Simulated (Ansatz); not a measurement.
# W3N4: how settings move the results

This session on W3N4 sets out to sweep the occupation rule and width.

Method: DFT PBE, scalar-relativistic, plane waves, PAW, in Ansatz 0.2.0.

4 further runs of the same task are left out: 3 for a known fault of the program, 1 set aside as unsound or not needed. Runs told in other sessions of the task aren't counted.

### Step 1. The system as given

The structure is cubic, space group Pm-3m (No. 221). Conventional cell: a = 4.122 Å, b = 4.122 Å, c = 4.122 Å, α = 90.00°, β = 90.00°, γ = 90.00°. W (site symmetry 4/mmm) has 6 N at 2.06 Å in its first shell of neighbours. N (site symmetry m-3m) has 6 W at 2.06 Å in its first shell of neighbours. Around N (site symmetry 4/mmm) lie 4 W at 2.06 Å.

Coordinates:

```xyz
7
Lattice="4.1220 0.0000 0.0000 0.0000 4.1220 0.0000 0.0000 0.0000 4.1220" Properties=species:S:1:pos:R:3 pbc="T T T"
W     2.0610    2.0610    0.0000
W     0.0000    2.0610    2.0610
W     2.0610    0.0000    2.0610
N     2.0610    2.0610    2.0610
N     2.0610    0.0000    0.0000
N     0.0000    2.0610    0.0000
N     0.0000    0.0000    2.0610
```

The structure comes from the Crystallography Open Database; it is used as listed.

### Step 2. The base input

input.yaml reads:

```yaml
crystal:
  lattice:
    - [4.122, 0.0, 0.0]
    - [0.0, 4.122, 0.0]
    - [0.0, 0.0, 4.122]
  atoms:
    - { symbol: W, position: [0.5, 0.5, 0.0] }
    - { symbol: W, position: [0.0, 0.5, 0.5] }
    - { symbol: W, position: [0.5, 0.0, 0.5] }
    - { symbol: "N", position: [0.5, 0.5, 0.5] }
    - { symbol: "N", position: [0.5, 0.0, 0.0] }
    - { symbol: "N", position: [0.0, 0.5, 0.0] }
    - { symbol: "N", position: [0.0, 0.0, 0.5] }
basis:
  ecutwfc: 420
kpoints:
  mp_grid: { grid: [10, 10, 10] }
hamiltonian:
  xc: pbe
scf:
  occupations: { method: gaussian, width: 0.1 }
output:
  forces: true
  stress: true
  eigenvalues: true
  populations: true
```

It was run beforehand and gave: -4670.0632 eV/atom at zero smearing, pressure 27.02 GPa, largest force 0.000 eV/Å, no gap on the mesh, in 6 SCF cycles and 9.3 s.

### Step 3. Occupation rule and width set to Gaussian 0.05 eV

input.yaml reads:

```yaml
crystal:
  lattice:
    - [4.122, 0.0, 0.0]
    - [0.0, 4.122, 0.0]
    - [0.0, 0.0, 4.122]
  atoms:
    - { symbol: W, position: [0.5, 0.5, 0.0] }
    - { symbol: W, position: [0.0, 0.5, 0.5] }
    - { symbol: W, position: [0.5, 0.0, 0.5] }
    - { symbol: "N", position: [0.5, 0.5, 0.5] }
    - { symbol: "N", position: [0.5, 0.0, 0.0] }
    - { symbol: "N", position: [0.0, 0.5, 0.0] }
    - { symbol: "N", position: [0.0, 0.0, 0.5] }
basis:
  ecutwfc: 420
kpoints:
  mp_grid: { grid: [10, 10, 10] }
hamiltonian:
  xc: pbe
scf:
  occupations: { method: gaussian, width: 0.05 }
output:
  forces: true
  stress: true
  eigenvalues: true
```

On the command line:

```
ansatz run input.yaml --threads 2 --pin off --max-ram 5120MiB --backend cpu --events-out ev --progress --plain --runs-dir out
```

### Step 4. Occupation rule and width: Gaussian 0.2 eV

input.yaml: that of step 3 with these lines changed.

```diff
@@ -20,3 +20,3 @@
 scf:
-  occupations: { method: gaussian, width: 0.05 }
+  occupations: { method: gaussian, width: 0.2 }
 output:
```

### Step 5. Occupation rule and width: Gaussian 0.3 eV

input.yaml: that of step 4 with these lines changed.

```diff
@@ -20,3 +20,3 @@
 scf:
-  occupations: { method: gaussian, width: 0.2 }
+  occupations: { method: gaussian, width: 0.3 }
 output:
```

### Step 6. Occupation rule and width: Fermi–Dirac 0.01 eV

input.yaml: that of step 5 with these lines changed.

```diff
@@ -20,3 +20,3 @@
 scf:
-  occupations: { method: gaussian, width: 0.3 }
+  occupations: { method: fermi_dirac, width: 0.01 }
 output:
```

### Step 7. Occupation rule and width set to Fermi–Dirac 0.2 eV

input.yaml: that of step 6 with these lines changed.

```diff
@@ -20,3 +20,3 @@
 scf:
-  occupations: { method: fermi_dirac, width: 0.01 }
+  occupations: { method: fermi_dirac, width: 0.2 }
 output:
```

### Step 8. Occupation rule and width: Methfessel–Paxton 0.01 eV

input.yaml: that of step 7 with these lines changed.

```diff
@@ -20,3 +20,3 @@
 scf:
-  occupations: { method: fermi_dirac, width: 0.2 }
+  occupations: { method: methfessel_paxton, width: 0.01 }
 output:
```

### Step 9. Occupation rule and width: Methfessel–Paxton 0.02 eV

input.yaml: that of step 8 with these lines changed.

```diff
@@ -20,3 +20,3 @@
 scf:
-  occupations: { method: methfessel_paxton, width: 0.01 }
+  occupations: { method: methfessel_paxton, width: 0.02 }
 output:
```

### Step 10. Occupation rule and width: Methfessel–Paxton 0.1 eV

input.yaml: that of step 9 with these lines changed.

```diff
@@ -20,3 +20,3 @@
 scf:
-  occupations: { method: methfessel_paxton, width: 0.02 }
+  occupations: { method: methfessel_paxton, width: 0.1 }
 output:
```

### Step 11. Occupation rule and width: cold 0.01 eV

input.yaml: that of step 10 with these lines changed.

```diff
@@ -20,3 +20,3 @@
 scf:
-  occupations: { method: methfessel_paxton, width: 0.1 }
+  occupations: { method: cold, width: 0.01 }
 output:
```

### Step 12. Occupation rule and width set to cold 0.05 eV

input.yaml: that of step 11 with these lines changed.

```diff
@@ -20,3 +20,3 @@
 scf:
-  occupations: { method: cold, width: 0.01 }
+  occupations: { method: cold, width: 0.05 }
 output:
```

### Step 13. Occupation rule and width: cold 0.5 eV

input.yaml: that of step 12 with these lines changed.

```diff
@@ -20,3 +20,3 @@
 scf:
-  occupations: { method: cold, width: 0.05 }
+  occupations: { method: cold, width: 0.5 }
 output:
```

### Step 14. Occupation rule and width: tetrahedron

input.yaml: that of step 13 with these lines changed.

```diff
@@ -20,3 +20,3 @@
 scf:
-  occupations: { method: cold, width: 0.5 }
+  occupations: { method: tetrahedron }
 output:
```

(Steps that only read results are left out.)

**Question.** What does this series show? Wanted: largest energy shift, occupation rule and width.

The runs gave:

| quantity | value |
| --- | --- |
| largest energy shift, occupation rule and width | -1.35 meV/atom at tetrahedron |

Smearing shifts the free energy by as much as 25.9 meV/atom (Fermi–Dirac 0.2); extrapolating to zero width leaves 1.35 at most. For the widths that shift F most, the extrapolation takes out most of the shift. In a metal, forces and stress under tetrahedra need not match the slope of their energy. The listed cell is far from this method's equilibrium (27.0 GPa, forces up to 0.00 eV/Å), so its values are not those of the relaxed crystal. Spin-orbit coupling is left out for W.
